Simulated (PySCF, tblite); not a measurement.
# C5H11FSi: geometry, infrared bands and NMR shifts

What infrared bands and NMR shifts should C5H11FSi (`C[C@@H]1[SiH2]CC[C@@H]1F`) show?

Computed with tblite 0.8.0 and PySCF 2.14.0, with density-fitted response routines of our own, on a single molecule in the gas phase. Atoms count from 0, in the outputs and in this text.

## Step 1: The molecule as given

18 atoms, charge 0, multiplicity 1; geometry from: force field or distance geometry start.

Bonds of the start (Å): C0–C1 1.50, C1–Si2 1.87, Si2–C3 1.89, C3–C4 1.47, C4–C5 1.45, C5–F6 1.40, C5–C1 1.47, C0–H7 1.09, C0–H8 1.11, C0–H9 1.11, C1–H10 1.12, Si2–H11 1.46, Si2–H12 1.45, C3–H13 1.09, C3–H14 1.12, C4–H15 1.13, C4–H16 1.13, C5–H17 1.12.

## Step 2: Relaxing the molecule with GFN2-xTB

The job: settings as JSON, then the geometry in Å.

```
{"job": {"kind": "relax", "xc": "GFN2-xTB", "basis": "xTB"}, "charge": 0, "multiplicity": 1}
C      2.160400    -0.250600    -0.373500
C      0.823100    -0.208800     0.303400
Si    -0.447000    -1.318400    -0.498300
C     -1.866400    -0.372100     0.313200
C     -1.328700     0.996800     0.244000
C      0.120700     1.083300     0.332800
F      0.589600     1.820100    -0.758900
H      2.152000    -0.841400    -1.292800
H      2.549000     0.752700    -0.647000
H      2.880500    -0.688900     0.346100
H      0.960300    -0.617000     1.337600
H     -0.529800    -1.130400    -1.943600
H     -0.373900    -2.697900    -0.063200
H     -2.808000    -0.565400    -0.201800
H     -1.889000    -0.707800     1.379500
H     -1.805800     1.662400     1.016400
H     -1.650800     1.434900    -0.741000
H      0.455000     1.654600     1.235300
```

On the command line:

```console
$ OMP_NUM_THREADS=1 python probes_run.py task.json out
```

This one command runs all jobs of the session in turn.

**Question.** This job is followed by: GFN2-xTB harmonic vibrations, gas phase; GIAO PBE0/pcSseg-1 NMR shielding, non-relativistic, gas phase. Predict these results of the whole session: strongest single infrared mode (GFN2-xTB); zero-point energy (GFN2-xTB); 13C shifts against TMS (PBE0/pcSseg-1); 1H shifts against TMS (PBE0/pcSseg-1, means over atoms taken as alike); 29Si shifts against TMS (PBE0/pcSseg-1); 19F shifts against CFCl3 (PBE0/pcSseg-1).

As calculated:

```
                                                              quantity                                                     value
                             strongest single infrared mode (GFN2-xTB)                                     2248 cm⁻¹, 363 km/mol
                                          zero-point energy (GFN2-xTB)                                             91.9 kcal/mol
                                13C shifts against TMS (PBE0/pcSseg-1)                          102.8, 37.7, 29.7, 13.7, 6.5 ppm
1H shifts against TMS (PBE0/pcSseg-1, means over atoms taken as alike)  5.07, 4.19, 4.06, 2.50, 1.38, 1.36, 1.35, 1.10, 0.95 ppm
                               29Si shifts against TMS (PBE0/pcSseg-1)                                                 -28.5 ppm
                              19F shifts against CFCl3 (PBE0/pcSseg-1)                                                -219.8 ppm
```

Relaxing lowered the energy by 0.813 eV in 125 steps; the close pair that moved most is C4–C5, from 1.455 to 1.524 Å. No mode is imaginary among the 48: a minimum at this level. The strongest single mode, at 2248 cm⁻¹, moves mainly H12. GFN2-xTB is a fitted tight-binding method: band positions and strengths are rough. Its intensities can rank the bands wrongly. The most deshielded carbon is C5 (sp3 CH bonded to F), at 102.8 ppm: deshielded by the electronegative neighbour. The most deshielded hydrogen is H17 (hydrogen on an sp3 CH bonded to F), at 5.07 ppm: its carbon carries F, which withdraws density. At PBE0/pcSseg-1: Shielding is most anisotropic at Si2 (span 97 ppm, paramagnetic term -503 ppm).
